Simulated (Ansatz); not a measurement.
**GeH₂Br (quartet): the correlation ladder, cc-pVTZ**

The task here is to estimate one member of a computed series from the others.

Computed with Ansatz 0.2.0, Gaussian basis. Level: cc-pVTZ, core rule «outside noble gas», up to 28 orbitals frozen.

To be run: UHF; CCSD(T) on ROHF; CCSD(T) on UHF; BCCD(T) on ROHF; CCSDT(Q) on ROHF; CCSDT(Q) on UHF; CASSCF and NEVPT2, 13 electrons in 10 orbitals.

8 further runs of the same task are left out: 2 for a known fault of the program, 1 that didn't finish, 5 set aside as unsound or not needed.

### The system

The geometry is a PBE0/def2-TZVP stationary point (not a proven minimum). No spin-orbit coupling is included. The filled d shell of Ge, Br may be among the frozen orbitals whatever the setting's name suggests; the logs give the count.

4 atoms, charge 0, spin multiplicity 4.

Atoms are counted from 1 here; the program's logs count them from 0.

Bond lengths: Ge1–Br2 2.790 Å, Ge1–H3 1.574 Å, Ge1–H4 1.646 Å. Angles: Br2–Ge1–H3 155.4°, Br2–Ge1–H4 44.3°, H3–Ge1–H4 111.1°.

Geometry (Å):

```
Ge    0.00000    0.46111    0.62755
Br    0.00000    0.41760   -2.16259
H     0.00001   -0.17265    2.06822
H    -0.00001   -0.70607   -0.53317
```

Set-up of the first run:

Contents of in.yaml:

```yaml
crystal:
  periodic: [false, false, false]
  atoms:
    - {symbol: Ge, position_ang: [-0.000002, 0.461112, 0.627548]}
    - {symbol: Br, position_ang: [-0.000001, 0.417603, -2.162594]}
    - {symbol: H, position_ang: [0.000013, -0.172647, 2.068221]}
    - {symbol: H, position_ang: [-0.000010, -0.706068, -0.533175]}
basis:
  gaussian: {orbitals: cc-pVTZ}
magnetization: {spin_polarized: true, initial_magnetization: 3}
hamiltonian: {xc: hf}
output: {orbitals: {seedname: orbitals}}
```

The run is started by

```bash
$ ansatz run in.yaml --threads 1 --pin off --events-out ev --progress --plain --max-ram 4096MiB --backend cpu
```

Among the steps run: UHF; CCSD(T) on ROHF; CCSD(T) on UHF; BCCD(T) on ROHF; CCSDT(Q) on ROHF; CCSDT(Q) on UHF; CASSCF and NEVPT2, 13 electrons in 10 orbitals.

One of the session's tables, all rows but one given; the rest of the session is left out.

It belongs to the step «Misses and costs». 

| method | from UCCSDT(Q) (meV) |
| --- | --- |
| ROHF | +8217.2 |
| UHF | +7985.4 |
| RMP2 | +1319.3 |
| UMP2 | +1343.8 |
| RCCSD | +378.7 |
| UCCSD | +356.6 |
| RCCSD(T) | +71.3 |
| UCCSD(T) | +56.6 |
| BCCD(T) | ? |
| RCCSDT | +31.0 |
| UCCSDT | +14.5 |
| RCCSDT(Q) | +16.8 |
| UCCSDT(Q) | 0 |
| CASSCF valence | +7196.4 |
| NEVPT2 valence | +1740.0 |

Q: Estimate the row for BCCD(T) from the others.

As computed: from UCCSDT(Q) (meV): +69.2. In the column «from UCCSDT(Q) (meV)» it lies between UCCSD(T) (+56.6) and RCCSD(T) (+71.3).

With the free atoms at the same levels and basis (separate runs), the atomisation energy is 5.021 eV at UCCSDT(Q), 4.995 eV at RCCSD(T), 4.997 eV at UCCSD(T), 3.180 eV at ROHF.

To keep in mind: Restricted and unrestricted rows rest on different reference determinants; where their highest levels disagree by more than a few hundredths of an eV, they describe different states and don't form one ladder.
